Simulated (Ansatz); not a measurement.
# C₄H₇B: up Jacob's ladder to CCSD(T)

Aim: compute C₄H₇B with functionals from several rungs and with coupled cluster, and see how far each lands from CCSD(T) at the basis-set limit for the atomisation energy.

Method: functionals in def2-TZVPP, the program's frozen cores in correlated methods; program: Ansatz 0.2.0, Gaussian basis.

Plan: LDA (SPW92), PBE-D4, revPBE-D4, BLYP-D4, r2SCAN-D4, B97M-V, PBE0-D4, B3LYP-D4, r2SCANh-D4, r2SCAN0-D4, HSE06-D4, BHLYP-D4, CAM-B3LYP-D4, LC-ωPBE, ωB97X-V, ωB97M-V, B2PLYP, PBE-QIDH; CCSD(T)/def2-SVP; CCSD(T)/def2-TZVPP; MP2/def2-QZVPP; extrapolation to the limit; RPA on PBE.

## Step 1: Structure used throughout

All runs share one geometry, relaxed beforehand with PBE0-D4 in a triple-zeta def2 set.

SMILES `C#CB(C)C`, 12 atoms, charge 0, spin multiplicity 1.

Atoms are counted from 1 here; the program's logs count them from 0.

Bond lengths: C1–C2 1.208 Å, C1–H6 1.066 Å, C2–B3 1.525 Å, B3–C4 1.564 Å, B3–C5 1.564 Å, C4–H7 1.092 Å, C4–H8 1.101 Å, C4–H9 1.091 Å, C5–H10 1.101 Å, C5–H11 1.091 Å, C5–H12 1.093 Å. Angles: C2–C1–H6 180.0°, C1–C2–B3 179.9°, C2–B3–C4 119.1°, C2–B3–C5 119.2°, C4–B3–C5 121.7°, B3–C4–H7 113.4°, B3–C4–H8 106.2°, B3–C4–H9 114.2°, H7–C4–H8 106.3°, H7–C4–H9 110.0°, H8–C4–H9 106.1°, B3–C5–H10 106.3°, B3–C5–H11 114.3°, B3–C5–H12 113.2°, H10–C5–H11 106.2°, H10–C5–H12 106.2°, H11–C5–H12 110.0°.

Coordinates:

```
C    -0.66164    2.53231    0.48449
C    -0.35787    1.38328    0.26685
B     0.02419   -0.06746   -0.00921
C    -0.66581   -1.20563    0.81189
C     1.09459   -0.37905   -1.10597
H    -0.92983    3.54563    0.67633
H    -0.07841   -2.12576    0.85494
H    -1.59222   -1.45480    0.27253
H    -0.97072   -0.90975    1.81716
H     2.07097   -0.35712   -0.59848
H     1.14876    0.36326   -1.90396
H     0.99499   -1.38012   -1.53236
```

## Step 2: LDA

This LDA is Slater exchange with PW92 correlation.

in.yaml reads:

```yaml
crystal:
  periodic: [false, false, false]
  atoms:
    - {symbol: C, position_ang: [-0.661643, 2.532308, 0.484494]}
    - {symbol: C, position_ang: [-0.357872, 1.383276, 0.266854]}
    - {symbol: B, position_ang: [0.024186, -0.067464, -0.009213]}
    - {symbol: C, position_ang: [-0.665807, -1.205627, 0.811886]}
    - {symbol: C, position_ang: [1.094586, -0.379050, -1.105972]}
    - {symbol: H, position_ang: [-0.929828, 3.545627, 0.676329]}
    - {symbol: H, position_ang: [-0.078405, -2.125761, 0.854935]}
    - {symbol: H, position_ang: [-1.592221, -1.454796, 0.272534]}
    - {symbol: H, position_ang: [-0.970720, -0.909746, 1.817160]}
    - {symbol: H, position_ang: [2.070975, -0.357115, -0.598484]}
    - {symbol: H, position_ang: [1.148757, 0.363264, -1.903958]}
    - {symbol: H, position_ang: [0.994994, -1.380117, -1.532365]}
basis:
  gaussian: {orbitals: def2-TZVPP}
hamiltonian: {xc: lda}
output: {orbitals: {seedname: orbitals}}
```

After this run come: PBE-D4 (GGA); revPBE-D4 (GGA); BLYP-D4 (GGA); r2SCAN-D4 (meta-GGA); B97M-V (meta-GGA); PBE0-D4 (hybrid); B3LYP-D4 (hybrid); r2SCANh-D4 (hybrid); r2SCAN0-D4 (hybrid); HSE06-D4 (hybrid); BHLYP-D4 (hybrid); CAM-B3LYP-D4 (range-separated); LC-ωPBE-D4 (range-separated); ωB97X-V (range-separated); ωB97M-V (range-separated); B2PLYP (double hybrid); PBE-QIDH (double hybrid); CCSD(T) in def2-SVP; CCSD(T) in def2-TZVPP; MP2 in def2-QZVPP; RPA on PBE orbitals.

Q: Predict the results of all the runs planned. Wanted: atomisation energy, CCSD(T)/CBS; farthest beyond LDA; mean size of error, GGA; mean size of error, meta-GGA; mean size of error, hybrid; mean size of error, range-separated; mean size of error, double hybrid; gap, smallest and largest; T1 diagnostic.

**Answer**, as computed:

| quantity | value |
| --- | --- |
| atomisation energy, CCSD(T)/CBS | 5008.5 kJ/mol |
| functionals within 25.0 kJ/mol (0.5 %) | revPBE-D4, BLYP-D4, r2SCANh-D4, r2SCAN0-D4, LC-ωPBE, ωB97X-V, B2PLYP, PBE-QIDH |
| farthest beyond LDA | PBE-D4 (+135.5 kJ/mol) |
| mean size of error, GGA | 57.6 kJ/mol |
| mean size of error, meta-GGA | 43.6 kJ/mol |
| mean size of error, hybrid | 47.7 kJ/mol |
| mean size of error, range-separated | 24.0 kJ/mol |
| mean size of error, double hybrid | 15.5 kJ/mol |
| gap, smallest and largest | 4.11 eV (LDA (SPW92)), 11.41 eV (LC-ωPBE) |
| T1 diagnostic | 0.0120 |
| triples share of the correlation energy | 4.3 % |

What this shows: The LDA atomisation energy is off by 682.4 kJ/mol (14 %): it overbinds. PBE-D4 misses by +135.5 kJ/mol. Double hybrids carry the basis error of their MP2 part in triple zeta, and no dispersion term here, so their miss is partly the set-up's. The rungs double hybrid, range-separated miss on average by less than the doubt on the reference (25.0 kJ/mol), so they tie. The reference freezes the cores and leaves out relativity and excitations past (T), so misses under about 25.0 kJ/mol can't be ranked. Hartree-Fock recovers 77 % of the binding; the rest is correlation. CCSD(T) in def2-SVP is off by -180.4 kJ/mol, so the small basis spoils what the method gains. Orbital gaps span 4.1 to 11.4 eV; exact exchange widens them.
